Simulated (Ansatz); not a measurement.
# LiGa and its elements: a formation energy from the elements

Computed with Ansatz's Python interface.

Interactive session:
```pycon
>>> from collections import Counter
>>> import warnings
>>> import ansatz as az
>>> from ase import Atoms
>>> import numpy as np
>>> config = {
...     "scf_tol": 1e-07,
...     "ecut": 550,
...     "functional": "lda",
...     "k_spacing": 0.3,
...     "filling": "fermi_dirac",
...     "width_ev": 0.05,
... }
>>> def compute(name, crystal):
...     calc = (
...         crystal.calculation()
...         .scf(tolerance=config["scf_tol"])
...         .basis(config["ecut"])
...         .functional(config["functional"])
...         .kpoints(spacing=config["k_spacing"])  # the mesh must be finer for metals
...         .occupations(config["filling"], width=config["width_ev"])  # fractional filling near the Fermi level
...         .stress()  # positive in compression
...     )
...     calc = calc.relax(force_tolerance=0.03, fix_cell=["shape"])
...     return calc.run(threads=1, pin="off")
...
>>> def counts(outcome):
...     return Counter(site.symbol for site in outcome.lattice.sites)
...
>>> def formation_energy(outcome, mu):
...     n = counts(outcome)
...     return (outcome.report["energy_sigma0_ev"] - sum(k * mu[element] for element, k in n.items())) / sum(n.values())
...
>>> def volume_per_atom(outcome):
...     return abs(np.linalg.det(outcome.lattice.cell_ang)) / len(outcome.lattice.sites)
...
>>> warnings.simplefilter("ignore", az.DeckWarning)
>>> phases = {}
>>> liga = (
...     az.Lattice.of([0.0, 3.0845, 3.0845], [3.0845, 0.0, 3.0845], [3.0845, 3.0845, 0.0])
...     .atom("Li", [0.5, 0.5, 0.5])
...     .atom("Li", [0.75, 0.75, 0.75])
...     .atom("Ga", [0.0, 0.0, 0.0])
...     .atom("Ga", [0.25, 0.25, 0.25])
... )
>>> phases["LiGa"] = liga
>>> li = (
...     az.Lattice.bcc(3.5093)
...     .space_group(229)
...     .atom("Li", [0.0, 0.0, 0.0])
...     .primitive()
... )
>>> phases["Li"] = li
>>> atoms = Atoms(
...     ["Ga", "Ga", "Ga", "Ga"],
...     scaled_positions=[
...         [0.8451, 0.1549, 0.081],
...         [0.6549, 0.3451, 0.581],
...         [0.1549, 0.8451, 0.919],
...         [0.3451, 0.6549, 0.419],
...     ],
...     cell=[
...         [2.2615, -3.8305, 0.0],
...         [2.2615, 3.8305, 0.0],
...         [0.0, 0.0, 4.524],
...     ],
...     pbc=True,
... )
>>> ga = az.Crystal.from_ase(atoms)
>>> phases["Ga"] = ga
>>> done = {}
>>> for name, crystal in phases.items():
...     done[name] = compute(name, crystal)
...     print(f"{name}: {done[name].report['energy_sigma0_ev']:.4f} eV, {len(done[name].lattice.sites)} atoms")
...
LiGa: -7818.7047 eV, 4 atoms
Li: -201.6428 eV, 1 atoms
Ga: -14827.9251 eV, 4 atoms
>>> # energy of one atom in its reference phase
>>> references = {"Li": "Li", "Ga": "Ga"}
>>> mu = {element: done[name].report["energy_sigma0_ev"] / len(done[name].lattice.sites) for element, name in references.items()}
>>> target = done["LiGa"]
>>> heat = formation_energy(target, mu)
>>> n = counts(target)
>>> print("cell content:", dict(n), " volume", round(volume_per_atom(target), 3), "A^3/atom")
cell content: {<Element.LI: 'Li'>: 2, <Element.GA: 'Ga'>: 2}  volume 13.734 A^3/atom
>>> print("formation energy", round(heat, 4), "eV/atom,", round(heat * sum(n.values()), 4), "eV per cell")
formation energy -0.3641 eV/atom, -1.4565 eV per cell
>>> print("bound against the elements" if heat < 0 else "unbound against the elements")
bound against the elements
```

Reading the output:
- Total energies depend on the potentials; only differences at equal settings carry meaning.
- For the metals among these phases the mesh is modest: differences between phases can be off by up to 40 meV an atom.
- The program warned that this SCF threshold is loose for forces or stresses.
- Atoms and volume are relaxed with the cell's shape held, which in cells of lower than cubic symmetry can hide stresses and shift volumes.
- The cells come from databases of deposited and of computed structures, and not all need be stable phases.
- The compound is the structure given, not necessarily its lowest; energies are at zero temperature, with no correction for gases. A semilocal functional's error on such energies is often 0.05 to 0.1 eV an atom, and 0.1 to 0.3 eV against gases such as O2 or F2.
- The script silences the warnings on its input, which a real study should read.
- Run time: 66 s on 1 thread of Arm Neoverse N1, on a shared host, peak memory 0.49 GiB.

(Lines on the test bed's own set-up are left out of the output.)
